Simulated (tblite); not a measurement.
# CH9GeNOSi: the cost of one run

The runs use tblite 0.8.0 and PySCF 2.14.0, with density-fitted response routines of our own; the level of theory stands in each step. All values are computed, except where a source is named. Atoms are numbered from 0 throughout.

**1. The starting structure**

14 atoms, charge 0, multiplicity 1; geometry from: force field or distance geometry start.

Bonds of the start (Å): C0–N1 1.46, N1–Ge2 1.83, Ge2–O3 1.78, O3–Si4 1.72, C0–H5 1.09, C0–H6 1.10, C0–H7 1.13, N1–H8 1.03, Ge2–H9 1.56, Ge2–H10 1.56, Si4–H11 1.49, Si4–H12 1.45, Si4–H13 1.47.

**2. Relaxing the molecule with GFN2-xTB**

The job: settings as JSON, then the geometry in Å.

```
{"job": {"kind": "relax", "xc": "GFN2-xTB", "basis": "xTB"}, "charge": 0, "multiplicity": 1}
C      2.245900    -0.400400     0.597000
N      0.942700    -0.719300     0.012000
Ge     0.133600     0.753000    -0.720300
O     -1.554200     0.487600    -1.233800
Si    -2.569400    -0.086700     0.027300
H      2.810500    -1.287500     0.900500
H      2.845300     0.274400    -0.038800
H      2.015700     0.190100     1.529500
H      0.966400    -1.561000    -0.585600
H      0.077600     1.844000     0.398400
H      0.870300     1.295300    -1.980900
H     -3.593100    -0.961900    -0.600000
H     -1.888400    -0.867700     1.048700
H     -3.303500     1.039600     0.623800
```

Run with:

```bash
$ OMP_NUM_THREADS=1 python probes_run.py task.json out
```

This one command runs all jobs of the session in turn.

**Question.** How long does this first job take on 1 thread of Arm Neoverse N1, shared host, and how much memory does it need?

About 1 s, with a peak of 0.18 GiB.
